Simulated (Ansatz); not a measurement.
# C2H10NO4Ta: how energies converge with the basis set

Aim: see how fast density functionals converge with the basis set for C2H10NO4Ta.

The runs use Ansatz 0.2.0, Gaussian basis; one geometry, several basis sets.

Levels to be run: PBE0-D4/def2-SVP; ωB97M-V/def2-SVP; PBE0-D4/def2-QZVPP; ωB97M-V/def2-QZVPP; the functionals' def2-TZVPP values are taken from earlier runs.

### Step 1. The relaxed structure

All runs share one geometry, relaxed beforehand with PBE0-D4 in a triple-zeta def2 set. Ta takes the def2 core potential; no spin-orbit term is included.

SMILES `C[N](C)[Ta]([OH])([OH])([OH])[OH]`, 18 atoms, charge 0, spin multiplicity 1.

Atoms are counted from 1 here; the program's logs count them from 0.

Bond lengths: C1–N2 1.446 Å, C1–H9 1.098 Å, C1–H10 1.098 Å, C1–H11 1.090 Å, N2–C3 1.446 Å, N2–Ta4 1.965 Å, C3–H12 1.090 Å, C3–H13 1.098 Å, C3–H14 1.098 Å, Ta4–O5 1.932 Å, Ta4–O6 1.932 Å, Ta4–O7 1.946 Å, Ta4–O8 1.947 Å, O5–H15 0.956 Å, O6–H16 0.956 Å, O7–H17 0.960 Å, O8–H18 0.960 Å. Angles: N2–C1–H9 110.9°, N2–C1–H10 110.8°, N2–C1–H11 110.8°, H9–C1–H10 107.9°, H9–C1–H11 108.4°, H10–C1–H11 107.9°, C1–N2–C3 113.1°, C1–N2–Ta4 123.4°, C3–N2–Ta4 123.5°, N2–C3–H12 110.8°, N2–C3–H13 110.8°, N2–C3–H14 110.9°, H12–C3–H13 107.9°, H12–C3–H14 108.4°, H13–C3–H14 107.9°, N2–Ta4–O5 98.0°, N2–Ta4–O6 98.0°, N2–Ta4–O7 113.5° and more.

Coordinates:

| atom | x (Å) | y (Å) | z (Å) |
| --- | --- | --- | --- |
| C1 | 1.62959 | 0.17050 | -1.25129 |
| N2 | 0.78364 | -0.33885 | -0.19480 |
| C3 | 1.36481 | -1.46402 | 0.50343 |
| Ta4 | -0.97397 | 0.42144 | 0.24722 |
| O5 | -1.51931 | 0.89963 | -1.54329 |
| O6 | -0.91200 | 0.15106 | 2.15944 |
| O7 | -0.93268 | 2.34288 | 0.55570 |
| O8 | -2.40277 | -0.90032 | 0.28999 |
| H9 | 2.58694 | 0.52680 | -0.84904 |
| H10 | 1.84405 | -0.61283 | -1.99031 |
| H11 | 1.14567 | 0.99766 | -1.77077 |
| H12 | 0.71069 | -1.80133 | 1.30751 |
| H13 | 2.33123 | -1.19024 | 0.94711 |
| H14 | 1.53363 | -2.30512 | -0.18162 |
| H15 | -1.90427 | 1.71195 | -1.87000 |
| H16 | -1.57420 | -0.21721 | 2.74313 |
| H17 | -0.83993 | 2.62582 | 1.46802 |
| H18 | -2.90870 | -1.00660 | -0.51853 |

### Step 2. PBE0-D4 in def2-SVP

File in.yaml:

```yaml
crystal:
  periodic: [false, false, false]
  atoms:
    - {symbol: C, position_ang: [1.629592, 0.170495, -1.251287]}
    - {symbol: N, position_ang: [0.783644, -0.338854, -0.194801]}
    - {symbol: C, position_ang: [1.364811, -1.464019, 0.503430]}
    - {symbol: Ta, position_ang: [-0.973972, 0.421438, 0.247221]}
    - {symbol: O, position_ang: [-1.519315, 0.899633, -1.543290]}
    - {symbol: O, position_ang: [-0.912000, 0.151057, 2.159437]}
    - {symbol: O, position_ang: [-0.932685, 2.342883, 0.555700]}
    - {symbol: O, position_ang: [-2.402772, -0.900324, 0.289988]}
    - {symbol: H, position_ang: [2.586939, 0.526797, -0.849041]}
    - {symbol: H, position_ang: [1.844052, -0.612833, -1.990309]}
    - {symbol: H, position_ang: [1.145666, 0.997657, -1.770774]}
    - {symbol: H, position_ang: [0.710686, -1.801328, 1.307513]}
    - {symbol: H, position_ang: [2.331226, -1.190244, 0.947111]}
    - {symbol: H, position_ang: [1.533634, -2.305119, -0.181617]}
    - {symbol: H, position_ang: [-1.904271, 1.711951, -1.870003]}
    - {symbol: H, position_ang: [-1.574204, -0.217214, 2.743134]}
    - {symbol: H, position_ang: [-0.839929, 2.625822, 1.468023]}
    - {symbol: H, position_ang: [-2.908704, -1.006596, -0.518534]}
basis:
  gaussian: {orbitals: def2-SVP}
hamiltonian: {xc: pbe0, dispersion: d4}
output: {orbitals: {seedname: orbitals}}
```

Run with:

```
> ansatz run in.yaml --threads 4 --pin off --events-out ev --progress --plain --max-ram 66560MiB --backend cpu
```

Further steps of the session: ωB97M-V in def2-SVP; PBE0-D4 in def2-QZVPP; ωB97M-V in def2-QZVPP.

Q: Predict the results of all the runs planned. Wanted: PBE0-D4: double and triple zeta above quadruple; ωB97M-V: double and triple zeta above quadruple.

The runs gave:

| quantity | value |
| --- | --- |
| PBE0-D4: double and triple zeta above quadruple | 15.51, 0.70 eV |
| ωB97M-V: double and triple zeta above quadruple | 15.95, 0.67 eV |

In words: PBE0-D4 gains 14.81 eV from double to triple zeta, then 0.70 eV more. These are total energies; as a rule much of such shifts cancels in differences, which this series doesn't test. The LUMO of ωB97M-V is positive and keeps falling with the basis (1.51 to 0.84 eV): an unbound level that the basis holds in place.
